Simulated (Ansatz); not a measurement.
# Li2Pd: further runs on the relaxed cell

The task here is to estimate one member of a computed series from the others.

Computed with Ansatz 0.2.0 (DFT PBEsol, scalar-relativistic, plane waves, PAW, unless a step's input says otherwise).

1 further run of the same task is left out (set aside as unsound or not needed).

## The starting structure

It takes space group P6/mmm (No. 191, hexagonal). The conventional cell has a = 4.201 Å, b = 4.201 Å, c = 2.662 Å, α = 90.00°, β = 90.00°, γ = 120.00°. Li (site symmetry -6m2) is surrounded by 5 Li at 2.43 to 2.66 Å and 6 Pd at 2.77 Å. Pd (site symmetry 6/mmm) has 2 Pd at 2.66 Å and 12 Li at 2.77 Å as nearest neighbours.

As a file:

```cif
data_structure
_symmetry_space_group_name_H-M 'P 1'
_symmetry_Int_Tables_number 1
_cell_length_a 4.2006
_cell_length_b 4.2006
_cell_length_c 2.6620
_cell_angle_alpha 90.000
_cell_angle_beta 90.000
_cell_angle_gamma 120.000
_cell_volume 40.68
loop_
_atom_site_label
_atom_site_type_symbol
_atom_site_fract_x
_atom_site_fract_y
_atom_site_fract_z
_atom_site_occupancy
Li1 Li 0.33333 0.66667 0.50000 1
Li2 Li 0.66667 0.33333 0.50000 1
Pd1 Pd 0.00000 0.00000 0.00000 1
```

This cell was relaxed beforehand with the same method: volume 13.56 Å³/atom, gap on the mesh none (metal).

Set-up of the first run:

Input file input.yaml:

```yaml
crystal:
  lattice:
    - [4.2006204723, 0.0, 0.0]
    - [-2.1003102361, 3.6378440407, 0.0]
    - [0.0, 0.0, 2.6620106937]
  atoms:
    - { symbol: Li, position: [0.3333333333, 0.6666666667, 0.5] }
    - { symbol: Li, position: [0.6666666667, 0.3333333333, 0.5] }
    - { symbol: Pd, position: [0.0, 0.0, 0.0] }
basis:
  ecutwfc: 420
kpoints:
  mp_grid: { grid: [12, 12, 16] }
  band_path:
    path:
      - [[0.0, 0.0, 0.0], [0.5, 0.0, 0.0], [0.33333333, 0.33333333, 0.0], [0.0, 0.0, 0.0], [0.0, 0.0, 0.5], [0.5, 0.0, 0.5], [0.33333333, 0.33333333, 0.5], [0.0, 0.0, 0.5]]
      - [[0.5, 0.0, 0.5], [0.5, 0.0, 0.0]]
      - [[0.33333333, 0.33333333, 0.5], [0.33333333, 0.33333333, 0.0]]
    npoints: 14
hamiltonian:
  xc: pbesol
scf:
  occupations: { method: gaussian, width: 0.1 }
  n_extra_bands: 7
output:
  forces: true
  stress: true
  eigenvalues: true
  populations: true
  dos: { projected: true, de: 0.02, nscf_kmesh: { grid: [18, 18, 24] } }
  bader: true
```

Started as:

```console
> ansatz run input.yaml --threads 1 --pin off --max-ram 2560MiB --backend cpu --events-out ev --progress --plain --runs-dir out
```

Among the steps run: Bands, states and charges; Point at V/V0 = 0.97; Point at V/V0 = 1.03; The cell scaled to 0.94 of its volume; The cell scaled to 1.06 of its volume.

One table of the session follows, with a row left open; its other results are not shown here.

It belongs to the step «Equation of state». 

| volume (Å³/atom) | energy above the lowest point (meV/atom) | pressure (GPa) |
| --- | --- | --- |
| 12.746 | 9.1 | 3.77 |
| 13.153 | 2.1 | 1.73 |
| 13.560 | 0.0 | 0.00 |
| 13.966 | ? | ? |
| 14.373 | 7.5 | -2.77 |

Estimate the missing values for volume (Å³/atom) = 13.966.

Worked estimate for «energy above the lowest point (meV/atom)». A straight line through the neighbours (13.560, 0.0) and (14.373, 7.5) gives 0.0 + (7.5 − 0.0) × (13.966 − 13.560) / (14.373 − 13.560) = 3.7; a parabola fitted to 3 rows on both sides gives 1.8.

**Answer.** energy above the lowest point (meV/atom): 2.0; pressure (GPa): -1.48. In «energy above the lowest point (meV/atom)» the line misses by +1.7 and the parabola by -0.2.
